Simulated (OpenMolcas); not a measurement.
# Tm²⁺ among point charges: CASSCF and CASPT2 levels and susceptibility

Aim: the splitting of the states of Tm²⁺ in the field of 6 point charges, its lowest levels with spin-orbit coupling and its magnetic susceptibility.

The numbers are computed with OpenMolcas 26.06 (state-averaged CASSCF and CASPT2, spin-orbit coupling by RASSI with atomic mean-field integrals), except any that are marked as measured or tabulated.

## (1) The atom as given

- Species: Tm²⁺ (thulium, Z = 69, 67 electrons)
- Basis: ANO-RCC-VDZP [7s6p4d2f1g], 68 functions
- Scalar Hamiltonian: DKH2, point nucleus
- Inactive shells: 1s 2s 2p 3s 3p 3d 4s 4p 4d 5s 5p
- Active space: 13 electrons in 7 orbitals (4f)
- Some configurations of this space: 4f13
- Orbitals: optimised for the highest spin of each parity, averaged over all roots

The outer shells:

4f13
```
4f [↑↓][↑↓][↑↓][↑↓][↑↓][↑↓][↑ ]
```

The ion sits among 6 point charges of -0.5 e arranged as an octahedron (Oh), 2.92 Å from the ion.

Each step is its own input file, run in one work folder so that later steps find the files of earlier ones. Labels, J, g values, rates, χT and fits are worked out afterwards by a script from the matrices that RASSI stores. The input lists half of the charges; inversion (Group=XYZ) makes the rest.

## (2) GATEWAY and SEWARD: basis and integrals

The input, a.inp:

```
&GATEWAY
Coord
1

Tm 0.0 0.0 0.0
Basis=ANO-RCC-VDZP
Group=XYZ
NoMove
AngMom=0.0 0.0 0.0
AMFI
XField
3 Angstrom 0
2.920000 0.000000 0.000000 -0.500000
0.000000 2.920000 0.000000 -0.500000
0.000000 0.000000 2.920000 -0.500000
&SEWARD
```

Command:

```sh
> OMP_NUM_THREADS=1 MOLCAS_MEM=2252 MOLCAS_PROJECT=a pymolcas a.inp > a.log
```

## (3) Reference wave functions, doublets of odd parity, 7 roots

The input, a.inp:

```
&RASSCF
FileOrb=start.orb
Symmetry=2
Spin=2
nActEl=13 0 0
Inactive=15 12
Ras2=0 7
CIRoot=7 7 1
SDav=7
CIMx=300
Iter=120 100
PrWF=0.3
OrbListing=Nothing
MaxOrb=0
>>> COPY $Project.JobIph JOB001
```

start.orb holds the contracted functions of the basis, ordered by shell, or the orbitals of the step before.

## (4) RASSI: spin-orbit coupling between the states

The input, a.inp:

```
&RASSI
NrOfJobIphs=1 7
1 2 3 4 5 6 7
IphNames
JOB001
EJob
SpinOrbit
DIPRint=1.0
SOCoupling=1000.0
Subsets=2
Property=9
'ANGMOM' 1 'ANGMOM' 2 'ANGMOM' 3 'MLTPL  1' 1 'MLTPL  1' 2 'MLTPL  1' 3
'AMFI' 1 'AMFI' 2 'AMFI' 3
SOProperty=3
'ANGMOM' 1 'ANGMOM' 2 'ANGMOM' 3
```

## (5) CASPT2: IPEA 0.25, imaginary shift 0.1 (closed shells correlated: 5s 5p)

The input, a.inp:

```
>>> COPY JOB001 $Project.JobIph
&CASPT2
Multistate=7 1 2 3 4 5 6 7
NoMult
Frozen=14 9
IPEA=0.25
Imaginary=0.1
MaxIter=60
WThr=0.0 0.3 0.05
PrWF=0.5
NoMix
```

(Steps that only read results are left out.)

Before running it: what results should come out? Wanted: spin-free ground state; first state of the same spin within the active space; lowest level; next level.

As calculated:

| quantity | value |
| --- | --- |
| method | SS-CASPT2, IPEA 0.25, imaginary shift 0.1 (closed shells correlated: 5s 5p) |
| spin-free ground state | 2T1, 3-fold in its orbital part |
| first state of the same spin within the active space | 2T2 at 8.89 cm⁻¹ |
| lowest level | 2-fold Γ6, g = 2.67, 2.67, 2.67 |
| next level | 6.5 cm⁻¹ |
| χT at 300 K | 2.57 cm³ K/mol |
| effective moment at 300 K | 4.53 μB |

Cost by method:

```tsv
method	time of its own steps	time with the reference
A. CASSCF	2.1 s	2.1 s
B. SS-CASPT2, IPEA 0.25, imaginary shift 0.1, +5s 5p	1.5 s	3.6 s
```

Times are of one thread on a shared host.

**Reading.** The spin-free ground state (2T1) comes to 100 % from free-ion F terms and keeps the highest spin of the shell. CASPT2 does not keep the components of a term degenerate, and the means are used. This is an electrostatic model: the charges have no orbitals.
